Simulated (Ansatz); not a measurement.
# GeNH₅ (triplet): the correlation ladder at distance Ge1–H5 along a hydrogen transfer = 1.592 Å, cc-pVDZ

The task here is to estimate one member of a computed series from the others.

Program: Ansatz 0.2.0, Gaussian basis. Level of theory: cc-pVDZ, core rule «outside noble gas», up to 15 orbitals frozen. These are calculated values, not measurements.

Plan: UHF; CCSD(T) on ROHF; CCSD(T) on UHF; BCCD(T) on ROHF; CISD; CCSDT(Q) on ROHF; CCSDT(Q) on UHF; CASSCF and MRCISD+Q, 4 electrons in 4 orbitals; CASSCF and NEVPT2, 4 electrons in 4 orbitals.

## The geometry

The geometry derives from fragments relaxed apart (PBE0/def2-TZVP) and kept rigid, so it is no stationary point. A hydrogen atom is moved between rigid fragments. No spin-orbit coupling is included. The filled d shell of Ge may be among the frozen orbitals whatever the setting's name suggests; the logs give the count.

7 atoms, charge 0, spin multiplicity 3.

Atoms are counted from 1 here; the program's logs count them from 0.

Bond lengths: Ge1–H2 1.534 Å, Ge1–H3 1.534 Å, Ge1–H4 1.534 Å, Ge1–H5 1.592 Å, N6–H7 1.040 Å. Angles: H2–Ge1–H3 109.5°, H2–Ge1–H4 109.5°, H2–Ge1–H5 109.5°, H3–Ge1–H4 109.5°, H3–Ge1–H5 109.5°, H4–Ge1–H5 109.5°.

As a file:

```csv
atom,x (Å),y (Å),z (Å)
Ge1,-0.4909,0.0110,0.0000
H2,-1.0024,1.4576,0.0000
H3,-1.0024,-0.7123,1.2528
H4,-1.0024,-0.7123,-1.2528
H5,1.1011,0.0110,0.0000
N6,2.4851,0.0110,0.0000
H7,2.7541,-0.9932,0.0000
```

The first run:

File in.yaml:

```yaml
crystal:
  periodic: [false, false, false]
  atoms:
    - {symbol: Ge, position_ang: [-0.490944, 0.011040, 0.000000]}
    - {symbol: H, position_ang: [-1.002394, 1.457639, 0.000001]}
    - {symbol: H, position_ang: [-1.002394, -0.712260, 1.252791]}
    - {symbol: H, position_ang: [-1.002394, -0.712259, -1.252792]}
    - {symbol: H, position_ang: [1.101056, 0.011040, 0.000000]}
    - {symbol: N, position_ang: [2.485056, 0.011040, 0.000000]}
    - {symbol: H, position_ang: [2.754138, -0.993187, -0.000001]}
basis:
  gaussian: {orbitals: cc-pVDZ}
magnetization: {spin_polarized: true, initial_magnetization: 2}
hamiltonian: {xc: hf}
output: {orbitals: {seedname: orbitals}}
```

On the command line:

```console
$ ansatz run in.yaml --threads 1 --pin off --events-out ev --progress --plain --max-ram 2816MiB --backend cpu
```

Steps of the session up to this table: UHF; CCSD(T) on ROHF; CCSD(T) on UHF; BCCD(T) on ROHF; CISD; CCSDT(Q) on ROHF; CCSDT(Q) on UHF; CASSCF and MRCISD+Q, 4 electrons in 4 orbitals; CASSCF and NEVPT2, 4 electrons in 4 orbitals.

One table of the session follows, with a row left open; its other results are not shown here.

```
       method  from UCCSDT(Q) (kcal/mol)
         ROHF                    +189.62
          UHF                    +182.40
         RMP2                     +35.22
         UMP2                     +35.28
         CISD                     +21.52
        RCCSD                      +4.77
        UCCSD                      +4.61
     RCCSD(T)                      +0.95
     UCCSD(T)                      +0.92
      BCCD(T)                      +0.94
       RCCSDT                      +0.25
       UCCSDT                      +0.20
    RCCSDT(Q)                      +0.05
    UCCSDT(Q)                          0
  CASSCF pair                    +177.19
  NEVPT2 pair                          ?
  MRCISD pair                     +19.01
MRCISD+Q pair                      +2.18
```

Estimate the missing values for NEVPT2 pair.

As computed: from UCCSDT(Q) (kcal/mol): +33.57. In the column «from UCCSDT(Q) (kcal/mol)» it lies between CISD (+21.52) and RMP2 (+35.22).

Limits of these values: Restricted and unrestricted rows rest on different reference determinants; where their highest levels disagree by more than a few hundredths of an eV, they describe different states and don't form one ladder.
